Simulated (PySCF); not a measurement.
# H9HgN3 (Hg(NH3)32+): the cost of one run

Method: several levels, as the steps say, no spin–orbit coupling; program: PySCF 2.14.0.

3 further runs of the same task are left out: 2 for a known fault of the program, 1 that didn't finish.

**1. The system as given**

13 atoms, charge 2, spin multiplicity 1.

Bond lengths: Hg1–N2 2.283 Å, Hg1–N6 2.283 Å, Hg1–N10 2.283 Å, N2–H3 1.033 Å, N2–H4 1.033 Å, N2–H5 1.033 Å, N6–H7 1.033 Å, N6–H8 1.033 Å, N6–H9 1.033 Å, N10–H11 1.033 Å, N10–H12 1.033 Å, N10–H13 1.033 Å. Angles: N2–Hg1–N6 120.0°, N2–Hg1–N10 120.0°, N6–Hg1–N10 120.0°, Hg1–N2–H3 111.9°, Hg1–N2–H4 111.9°, Hg1–N2–H5 112.5°, H3–N2–H4 106.8°, H3–N2–H5 106.7°, H4–N2–H5 106.7°, Hg1–N6–H7 111.9°, Hg1–N6–H8 111.9°, Hg1–N6–H9 112.5°, H7–N6–H8 106.8°, H7–N6–H9 106.7°, H8–N6–H9 106.7°, Hg1–N10–H11 111.9°, Hg1–N10–H12 111.9°, Hg1–N10–H13 112.5° and more.

As a file:

```xyz
13

Hg    0.00000    0.00000    0.00000
N     2.28344    0.00230    0.00000
H     2.66995   -0.47783    0.82927
H     2.66995   -0.47783   -0.82927
H     2.67764    0.95670    0.00000
N    -1.14371    1.97637    0.00000
H    -0.92117    2.55116    0.82927
H    -0.92117    2.55116   -0.82927
H    -2.16735    1.84055    0.00000
N    -1.13973   -1.97867    0.00000
H    -1.74879   -2.07333    0.82927
H    -1.74879   -2.07333   -0.82927
H    -0.51029   -2.79725    0.00000
```

Formal oxidation states: Hg +2. An earlier session relaxed this geometry at TPSS, Hg def2-SVP with ECP60, N def2-SVP, H def2-SVP (singlet, point group C3h).

At TPSS on the finer grid: E = -322.426350 Eh, HOMO -17.29 eV, LUMO -12.36 eV, Mulliken charge on Hg1 +0.75 e, largest force component 0.004 eV/Å. 

Levels to run: PBE0; PBE; revPBE; BP86; TPSS, TZVP; TPSS, x2c-SVP. Hardware: 2 threads of Arm Neoverse V1, shared host.

**2. PBE0**

run.py (the lines that set the calculation)

```python
mol = gto.M(atom='''
Hg     0.00000     0.00000     0.00000
N      2.28344     0.00230     0.00000
H      2.66995    -0.47783     0.82927
H      2.66995    -0.47783    -0.82927
H      2.67764     0.95670     0.00000
N     -1.14371     1.97637     0.00000
H     -0.92117     2.55116     0.82927
H     -0.92117     2.55116    -0.82927
H     -2.16735     1.84055     0.00000
N     -1.13973    -1.97867     0.00000
H     -1.74879    -2.07333     0.82927
H     -1.74879    -2.07333    -0.82927
H     -0.51029    -2.79725     0.00000''',
    basis={'Hg': 'def2-SVP', 'N': 'def2-SVP', 'H': 'def2-SVP'},
    ecp={'Hg': 'def2-SVP'},
    charge=2, spin=0)
mf = dft.RKS(mol, xc='PBE0')
mf.grids.atom_grid = (75, 302)
mf = mf.density_fit()  # fitting sets: Hg def2-universal-JKFIT, N def2-universal-JKFIT, H def2-universal-JKFIT
mf.conv_tol = 1e-08; mf.max_cycle = 55
mf.kernel(dm0)  # dm0: the density of the relaxed state
```

Run with:

```sh
> OMP_NUM_THREADS=2 python run.py
```

**Question.** How long does this run take on 2 threads of Arm Neoverse V1, shared host?

About 7.2 s.
